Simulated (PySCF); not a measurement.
# A diatomic session: GdH

The task here is to estimate one member of a computed series from the others.

Computed with PySCF 2.14.0. Level: Gd x2c-SVPall, H x2c-SVPall, spin-free X2C with a Gaussian nucleus.

The first run:

Settings of the job:

* atoms: Gd, H
* charge: 0
* basis: Gd x2c-SVPall, H x2c-SVPall
* Hamiltonian: spin-free X2C with a Gaussian nucleus
* basis functions: 90
* electrons treated: 65
* masses in u: 157.9241, 1.0078
* levels: PBE0, PBE, r²SCAN, TPSSh, M06-2X, CAM-B3LYP, HF, MP2, SCS-MP2, CCSD, CCSD(T)
* grid: 80 radial by 434 angular points
* occupations: held fixed by the projection of orbital angular momentum
* dissociation limit: Gd + H, each in its ground configuration
* starting distance in angstrom: 1.840
* values of 2S to try: 5, 7, 9

The run is started by

```console
$ OMP_NUM_THREADS=2 python dia.py task.json out
```

Steps of the session up to this table: Set-up; First curve: PBE0; Higher solutions at PBE0; PBE (GGA); r²SCAN (meta-GGA); TPSSh (hybrid meta-GGA); M06-2X (hybrid meta-GGA); CAM-B3LYP (range-separated hybrid); ROHF (mean field); Correlated methods on the Hartree–Fock reference.

One of the session's tables, all rows but one given; the rest of the session is left out.

Energy (eV) from each level's lowest point:

| R (Å) | ROHF | ROHF-MP2 | ROHF-SCS-MP2 | ROHF-CCSD | ROHF-CCSD(T) |
| --- | --- | --- | --- | --- | --- |
| 1.673 | 0.607 | 0.379 | 0.419 | n/a | n/a |
| 1.750 | 0.325 | 0.169 | 0.195 | 0.207 | 0.205 |
| 1.828 | ? | ? | ? | ? | ? |
| 1.887 | 0.058 | 0.006 | 0.013 | 0.017 | 0.017 |
| 1.945 | 0.013 | 0.000 | 0.000 | 0.000 | 0.000 |
| 2.003 | 0.000 | 0.023 | 0.017 | 0.013 | 0.013 |
| 2.081 | 0.025 | 0.093 | 0.079 | 0.069 | 0.068 |
| 2.178 | 0.109 | 0.227 | 0.205 | 0.186 | 0.184 |
| 2.295 | 0.267 | 0.436 | 0.405 | 0.375 | 0.371 |
| 2.451 | 0.541 | 0.764 | 0.724 | n/a | n/a |

Estimate the missing values for R (Å) = 1.828.

Worked estimate for «ROHF». A straight line through the neighbours (1.750, 0.325) and (1.887, 0.058) gives 0.325 + (0.058 − 0.325) × (1.828 − 1.750) / (1.887 − 1.750) = 0.173; a parabola fitted to 4 rows on both sides gives 0.139.

The run gave: ROHF: 0.142; ROHF-MP2: 0.048; ROHF-SCS-MP2: 0.063; ROHF-CCSD: 0.070; ROHF-CCSD(T): 0.069. In «ROHF» the line misses by +0.031 and the parabola by -0.003.

Caveats from the session: At some levels the lowest empty orbital lies below the highest filled one (the two can be of opposite spin).
